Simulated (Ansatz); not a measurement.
# C7H16O3: basis-set convergence

The task here is to estimate one member of a computed series from the others.

Method: one geometry, several basis sets; program: Ansatz 0.2.0, Gaussian basis.

Plan: PBE0-D4/def2-SVP; ωB97M-V/def2-SVP; PBE0-D4/def2-QZVPP; ωB97M-V/def2-QZVPP; the functionals' def2-TZVPP values are taken from earlier runs.

### Structure used throughout

All runs share one geometry, relaxed beforehand with PBE0-D4 in a triple-zeta def2 set.

SMILES `CCOC(OCC)OCC`, 26 atoms, charge 0, spin multiplicity 1.

Atoms are counted from 1 here; the program's logs count them from 0.

Bond lengths: C1–C2 1.507 Å, C1–H11 1.092 Å, C1–H12 1.092 Å, C1–H13 1.092 Å, C2–O3 1.424 Å, C2–H14 1.094 Å, C2–H15 1.095 Å, O3–C4 1.376 Å, C4–O5 1.396 Å, C4–O8 1.380 Å, C4–H16 1.101 Å, O5–C6 1.413 Å, C6–C7 1.507 Å, C6–H17 1.096 Å, C6–H18 1.100 Å, C7–H19 1.092 Å, C7–H20 1.092 Å, C7–H21 1.092 Å and more. Angles: C2–C1–H11 110.7°, C2–C1–H12 111.0°, C2–C1–H13 110.1°, H11–C1–H12 108.2°, H11–C1–H13 108.3°, H12–C1–H13 108.4°, C1–C2–O3 107.6°, C1–C2–H14 111.1°, C1–C2–H15 111.1°, O3–C2–H14 109.5°, O3–C2–H15 109.7°, H14–C2–H15 107.8°, C2–O3–C4 115.5°, O3–C4–O5 113.1°, O3–C4–O8 109.1°, O3–C4–H16 105.0°, O5–C4–O8 108.0°, O5–C4–H16 109.4° and more.

Set-up of the first run:

in.yaml reads:

```yaml
crystal:
  periodic: [false, false, false]
  atoms:
    - {symbol: C, position_ang: [0.428883, -0.678003, 3.500415]}
    - {symbol: C, position_ang: [-0.145298, -0.012008, 2.277110]}
    - {symbol: O, position_ang: [-0.136903, -0.968527, 1.222058]}
    - {symbol: C, position_ang: [-0.417210, -0.472461, -0.030177]}
    - {symbol: O, position_ang: [0.530698, 0.448951, -0.480328]}
    - {symbol: C, position_ang: [1.790019, -0.126676, -0.764109]}
    - {symbol: C, position_ang: [2.680977, 0.940130, -1.345379]}
    - {symbol: O, position_ang: [-1.643711, 0.158646, -0.001718]}
    - {symbol: C, position_ang: [-2.096034, 0.708478, -1.228312]}
    - {symbol: C, position_ang: [-2.391736, -0.332861, -2.287154]}
    - {symbol: H, position_ang: [-0.160336, -1.555454, 3.774308]}
    - {symbol: H, position_ang: [1.457733, -0.998927, 3.324089]}
    - {symbol: H, position_ang: [0.424073, 0.016188, 4.343740]}
    - {symbol: H, position_ang: [-1.170370, 0.324293, 2.456835]}
    - {symbol: H, position_ang: [0.448269, 0.861370, 1.987724]}
    - {symbol: H, position_ang: [-0.415081, -1.352089, -0.692868]}
    - {symbol: H, position_ang: [2.225562, -0.544969, 0.150992]}
    - {symbol: H, position_ang: [1.664021, -0.957565, -1.473970]}
    - {symbol: H, position_ang: [2.252946, 1.344498, -2.264774]}
    - {symbol: H, position_ang: [2.809013, 1.761362, -0.637520]}
    - {symbol: H, position_ang: [3.665574, 0.526991, -1.574739]}
    - {symbol: H, position_ang: [-1.370234, 1.439686, -1.595769]}
    - {symbol: H, position_ang: [-3.009682, 1.244479, -0.964602]}
    - {symbol: H, position_ang: [-1.485166, -0.827674, -2.642162]}
    - {symbol: H, position_ang: [-3.074785, -1.093966, -1.903918]}
    - {symbol: H, position_ang: [-2.861226, 0.146118, -3.149790]}
basis:
  gaussian: {orbitals: def2-SVP}
hamiltonian: {xc: pbe0, dispersion: d4}
output: {orbitals: {seedname: orbitals}}
```

Launch:

```
$ ansatz run in.yaml --threads 4 --pin off --events-out ev --progress --plain --max-ram 66560MiB --backend cpu
```

Among the steps run: PBE0-D4 in def2-SVP; ωB97M-V in def2-SVP; PBE0-D4 in def2-QZVPP; ωB97M-V in def2-QZVPP.

One of the session's tables, all rows but one given; the rest of the session is left out.

It belongs to the step «Functionals by basis». 

```
functional       basis  HOMO (eV)  LUMO (eV)
   PBE0-D4    def2-SVP      -7.59       1.64
   PBE0-D4  def2-TZVPP      -7.70       1.04
   PBE0-D4  def2-QZVPP      -7.72       0.60
   ωB97M-V    def2-SVP     -10.01       3.25
   ωB97M-V  def2-TZVPP     -10.13       2.41
   ωB97M-V  def2-QZVPP          ?          ?
```

Estimate the missing values for ωB97M-V, def2-QZVPP.

**Answer.** HOMO (eV): -10.15; LUMO (eV): 1.70. In the column «HOMO (eV)» it is the lowest.
